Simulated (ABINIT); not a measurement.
Here is an ABINIT 10.8.3 (patched build) calculation.

File run.abi:

```
# Datasets: one volume each
ndtset 7
getwfk -1
scalecart1 3*0.9795861087
scalecart2 3*0.9864848297
scalecart3 3*0.9932883884
scalecart4 3*1.0000000000
scalecart5 3*1.0066227096
scalecart6 3*1.0131594038
scalecart7 3*1.0196128224

# Pseudopotentials
pp_dirpath "./"
pseudos "Bi.upf, Te.upf"

# Structure
acell 4.5749808743 4.5749808743 4.5749808743 Angstrom
rprim
     0.0000000000     0.7071067812     0.7071067812
     0.7071067812     0.0000000000     0.7071067812
     0.7071067812     0.7071067812     0.0000000000
ntypat 2
znucl 83 52
natom 2
typat 1 2
xred
     0.0000000000     0.0000000000     0.0000000000
     0.5000000000     0.5000000000     0.5000000000

# Plane-wave basis
ecut 40.0

# k points
kptopt 1
ngkpt 7 7 7
nshiftk 1
shiftk 0.0 0.0 0.0

# Exchange and correlation
ixc -116133

# Bands and occupations
nband 20
occopt 3
tsmear 0.00183747

# SCF cycle
nstep 100
tolvrs 1.0e-10

# Output
iomode 3
prtwf 1
prtden 0
prteig 0
prtebands 0
enunit 1
```

Potentials or basis: PseudoDojo NC SR PBEsol v0.4.1 standard.

Run with:

```sh
$ abinit run.abi > log 2>&1
```

**Question.** Predict the pressure derivative of the bulk modulus.

**Answer.** 4.5.

**Question.** What does it give for the equilibrium volume?

**Answer.** 32.86 Å³/atom.

**Question.** Estimate the bulk modulus.

**Answer.** 53 GPa.

Energy against volume, from the lowest point:
```csv
volume (Å³/atom),energy (meV/atom)
31.824,5.26
32.501,0.17
33.178,0.00
33.855,4.23
34.532,12.38
35.209,24.05
35.886,38.85
```

Caveat: pressures at fixed basis lie under the slope of the energies.
